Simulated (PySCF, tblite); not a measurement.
# C₃H₁₁NOSi₂: geometry, infrared bands and NMR shifts

Aim: predict the infrared bands and NMR shifts of C₃H₁₁NOSi₂ (`CC(=O)[Si@](C)(N)[SiH3]`).

The runs use tblite 0.8.0 and PySCF 2.14.0, with density-fitted response routines of our own; the level of theory stands in each step. All values are computed, except where a source is named. Atoms count from 0, in the outputs and in this text.

## Step 1: The starting structure

18 atoms, charge 0, multiplicity 1; geometry from: force field or distance geometry start.

Bonds of the start (Å): C0–C1 1.52, C1–O2 1.20, C1–Si3 1.83, Si3–C4 1.88, Si3–N5 1.80, Si3–Si6 2.24, C0–H7 1.09, C0–H8 1.12, C0–H9 1.09, C4–H10 1.09, C4–H11 1.12, C4–H12 1.13, N5–H13 1.03, N5–H14 1.03, Si6–H15 1.47, Si6–H16 1.47, Si6–H17 1.47.

## Step 2: Relaxing the molecule with GFN2-xTB

The job: settings as JSON, then the geometry in Å.

```
{"job": {"kind": "relax", "xc": "GFN2-xTB", "basis": "xTB"}, "charge": 0, "multiplicity": 1}
C      1.640700    -1.073700    -1.437300
C      0.135900    -1.021500    -1.217500
O     -0.610600    -1.587500    -1.967400
Si    -0.472700    -0.098300     0.243800
C      1.034500     0.468000     1.217200
N     -1.542900    -1.069700     1.308700
Si    -1.567200     1.766100    -0.327300
H      1.971000    -2.070600    -1.732600
H      2.178400    -0.850000    -0.482400
H      1.918200    -0.336500    -2.185400
H      0.681100     1.166000     1.979300
H      1.524800    -0.409700     1.714900
H      1.724800     0.952900     0.472800
H     -2.256300    -0.498300     1.783700
H     -1.050200    -1.745300     1.901600
H     -0.590600     2.818600    -0.637800
H     -2.340400     2.166800     0.850900
H     -2.387200     1.429000    -1.496800
```

On the command line:

```sh
> OMP_NUM_THREADS=1 python probes_run.py task.json out
```

The driver reads the jobs from task.json and runs them one after another.

**Question.** This job is followed by: GFN2-xTB harmonic vibrations, gas phase; GIAO PBE0/pcSseg-1 NMR shielding, non-relativistic, gas phase. What will the session give for the following? strongest single infrared mode (GFN2-xTB); zero-point energy (GFN2-xTB); 13C shifts against TMS (PBE0/pcSseg-1); 1H shifts against TMS (PBE0/pcSseg-1, means over atoms taken as alike); 17O shifts against H2O (PBE0/pcSseg-1); 29Si shifts against TMS (PBE0/pcSseg-1); 15N shifts against NH3 (PBE0/pcSseg-1).

As calculated:

| quantity | value |
| --- | --- |
| strongest single infrared mode (GFN2-xTB) | 779 cm⁻¹, 589 km/mol |
| zero-point energy (GFN2-xTB) | 82.8 kcal/mol |
| 13C shifts against TMS (PBE0/pcSseg-1) | 247.4, 39.7, 4.0 ppm |
| 1H shifts against TMS (PBE0/pcSseg-1, means over atoms taken as alike) | 3.26, 2.39, 0.53, 0.29 ppm |
| 17O shifts against H2O (PBE0/pcSseg-1) | 814.5 ppm |
| 29Si shifts against TMS (PBE0/pcSseg-1) | -30.6, -122.2 ppm |
| 15N shifts against NH3 (PBE0/pcSseg-1) | 10.2 ppm |

What this shows: Over 139 steps the energy fell by 0.757 eV; of the close pairs, C1–Si3 changed most, 1.833 to 1.929 Å. No mode is imaginary among the 48: a minimum at this level. Unscaled tight-binding wavenumbers are off by several per cent, some by more. Its intensities can rank the bands wrongly. At PBE0/pcSseg-1: Shielding is most anisotropic at O2 (span 1659 ppm, paramagnetic term -878 ppm).
